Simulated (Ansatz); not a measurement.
# Li3TaS4: the cost of one run

Method: DFT PBE, scalar-relativistic, plane waves, PAW, in Ansatz 0.2.0.

### 1 The structure to begin with

The structure is hexagonal, space group P-6m2 (No. 187). The conventional cell has a = 6.737 Å, b = 6.737 Å, c = 3.301 Å, α = 90.00°, β = 90.00°, γ = 120.00°. Li (site symmetry mm2) has 6 S at 2.55 Å in its first shell of neighbours. Around Ta (site symmetry -6m2) lie 6 S at 2.55 Å. S (site symmetry mm2) has 2 Ta at 2.55 Å and 4 Li at 2.55 Å in its first shell of neighbours. S (site symmetry -6m2) is surrounded by 6 Li at 2.55 Å.

Coordinates:

```
Li Ta S
1.0
     6.73712    0.00000    0.00000
    -3.36856    5.83452    0.00000
     0.00000    0.00000    3.30119
Li Ta S
3 1 4
Direct
  0.83333 0.16667 0.00000
  0.83333 0.66667 0.00000
  0.33333 0.16667 0.00000
  0.33333 0.66667 0.00000
  0.00000 0.50000 0.50000
  0.00000 0.00000 0.50000
  0.50000 0.50000 0.50000
  0.50000 0.00000 0.50000
```

A structure generator made this guess: ordered mixture on the cation sites of tungsten carbide (P-6m2, No. 187). Lengths come from tabulated atomic sizes and are only a guess.

### 2 Probe: one point on a coarse mesh

input.yaml

```yaml
crystal:
  lattice:
    - [6.73712021, 0.0, 0.0]
    - [-3.36856011, 5.83451725, 0.0]
    - [0.0, 0.0, 3.3011889]
  atoms:
    - { symbol: Li, position: [0.83333333, 0.16666667, 0.0] }
    - { symbol: Li, position: [0.83333333, 0.66666667, 0.0] }
    - { symbol: Li, position: [0.33333333, 0.16666667, 0.0] }
    - { symbol: Ta, position: [0.33333333, 0.66666667, 0.0] }
    - { symbol: S, position: [0.0, 0.5, 0.5] }
    - { symbol: S, position: [0.0, 0.0, 0.5] }
    - { symbol: S, position: [0.5, 0.5, 0.5] }
    - { symbol: S, position: [0.5, 0.0, 0.5] }
basis:
  ecutwfc: 420
kpoints:
  mp_grid: { grid: [3, 3, 6] }
hamiltonian:
  xc: pbe
scf:
  occupations: { method: gaussian, width: 0.1 }
  lower_state_search: "off"
output:
  forces: true
  stress: true
  eigenvalues: true
```

The run is started by

```bash
$ ansatz run input.yaml --threads 1 --pin off --max-ram 2560MiB --backend cpu --events-out ev --progress --plain --runs-dir out
```

Q: Estimate wall time and peak memory on 1 thread of AMD EPYC (Zen 3), shared host.

About 9.8 s, with a peak of 0.37 GiB.
